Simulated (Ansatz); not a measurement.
# MnS: the cost of one run

Computed with Ansatz 0.2.0 (DFT PBEsol+U (U_eff = 7 eV on Mn d), plane waves, PAW, unless a step's input says otherwise).

1 further run of the same task is left out (it didn't finish).

### 1 The structure to begin with

Symmetry: Fm-3m, No. 225, cubic system. The conventional cell has a = 5.224 Å, b = 5.224 Å, c = 5.224 Å, α = 90.00°, β = 90.00°, γ = 90.00°. Mn (site symmetry m-3m) has 6 S at 2.61 Å as nearest neighbours. Around S (site symmetry m-3m) lie 6 Mn at 2.61 Å.

As a file:

```
Mn S
1.0
     0.00000    2.61225    2.61225
     5.22450    2.61225    2.61225
     5.22450    5.22450    0.00000
Mn S
2 2
Direct
  0.00000 0.00000 0.00000
  0.00000 0.00000 0.50000
  0.50000 0.50000 0.00000
  0.50000 0.50000 0.50000
```

### 2 Ferromagnetic start, free, symmetry kept, no search

File input.yaml:

```yaml
crystal:
  lattice:
    - [0.0, 2.61224989, 2.61224989]
    - [5.22449978, 2.61224989, 2.61224989]
    - [5.22449978, 5.22449978, 0.0]
  atoms:
    - { symbol: Mn, position: [0.0, 0.0, 0.0], spin: 5.0 }
    - { symbol: S, position: [0.5, 0.5, 0.0] }
    - { symbol: Mn, position: [0.0, 0.0, 0.5], spin: 5.0 }
    - { symbol: S, position: [0.5, 0.5, 0.5] }
basis:
  ecutwfc: 420
  ecutrho_ratio: 4
kpoints:
  mp_grid: { grid: [6, 6, 6] }
hamiltonian:
  xc: pbesol
  hubbard:
    sites: [{ site: 0, l: d, u_eff: 7.0 }, { site: 2, l: d, u_eff: 7.0 }]
scf:
  occupations: { method: gaussian, width: 0.05 }
  lower_state_search: "off"
  max_iter: 150
output:
  forces: true
  stress: true
  eigenvalues: true
  populations: true
  hubbard: { sites: [{ site: 0, l: d }, { site: 2, l: d }] }
magnetization:
  spin_polarized: true
```

Started as:

```console
> ansatz run input.yaml --threads 2 --pin off --max-ram 3072MiB --backend cpu --events-out ev --progress --plain --runs-dir out
```

Q: Estimate wall time and peak memory on 2 threads of Arm Neoverse V1, shared host.

About 8.9 s, with a peak of 0.46 GiB.
